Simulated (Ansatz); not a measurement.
# LiAl4O: the cost of one run

Computed with Ansatz 0.2.0 (DFT PBE, scalar-relativistic, plane waves, PAW, unless a step's input says otherwise).

**1. Starting point**

The structure is tetragonal, space group P4/mmm (No. 123). Conventional cell: a = 3.828 Å, b = 3.828 Å, c = 4.277 Å, α = 90.00°, β = 90.00°, γ = 90.00°. Li (site symmetry 4/mmm) has 4 Al at 1.43 Å as nearest neighbours. Al (site symmetry m2m) has 1 Al at 0.97 Å as nearest neighbours. O (site symmetry 4/mmm) has 2 Li at 2.14 Å as nearest neighbours.

As a file:

```
Li Al O
1.0
     3.82817    0.00000    0.00000
     0.00000    3.82817    0.00000
     0.00000    0.00000    4.27672
Li Al O
1 4 1
Direct
  0.50000 0.50000 0.00000
  0.12717 0.50000 0.00000
  0.87283 0.50000 0.00000
  0.50000 0.12717 0.00000
  0.50000 0.87283 0.00000
  0.50000 0.50000 0.50000
```

The cell is invented: random cell by space group and Wyckoff sites (P4/mmm, No. 123). The dimensions are guesses.

**2. The guess as it stands, on a coarse mesh**

input.yaml reads:

```yaml
crystal:
  lattice:
    - [3.82817168, 0.0, 0.0]
    - [0.0, 3.82817168, 0.0]
    - [0.0, 0.0, 4.27672459]
  atoms:
    - { symbol: Li, position: [0.5, 0.5, 0.0] }
    - { symbol: Al, position: [0.12716523, 0.5, 0.0] }
    - { symbol: Al, position: [0.87283477, 0.5, 0.0] }
    - { symbol: Al, position: [0.5, 0.12716523, 0.0] }
    - { symbol: Al, position: [0.5, 0.87283477, 0.0] }
    - { symbol: O, position: [0.5, 0.5, 0.5] }
basis:
  ecutwfc: 420
kpoints:
  mp_grid: { grid: [4, 4, 4] }
hamiltonian:
  xc: pbe
scf:
  occupations: { method: gaussian, width: 0.1 }
  lower_state_search: "off"
output:
  forces: true
  stress: true
  eigenvalues: true
```

Started as:

```console
> ansatz run input.yaml --threads 1 --pin off --max-ram 2560MiB --backend cpu --events-out ev --progress --plain --runs-dir out
```

**Question.** How long does this run take on 1 thread of Intel Xeon Platinum 8488C (Sapphire Rapids), shared host, and how much memory does it need?

About 3.8 s, with a peak of 0.36 GiB.
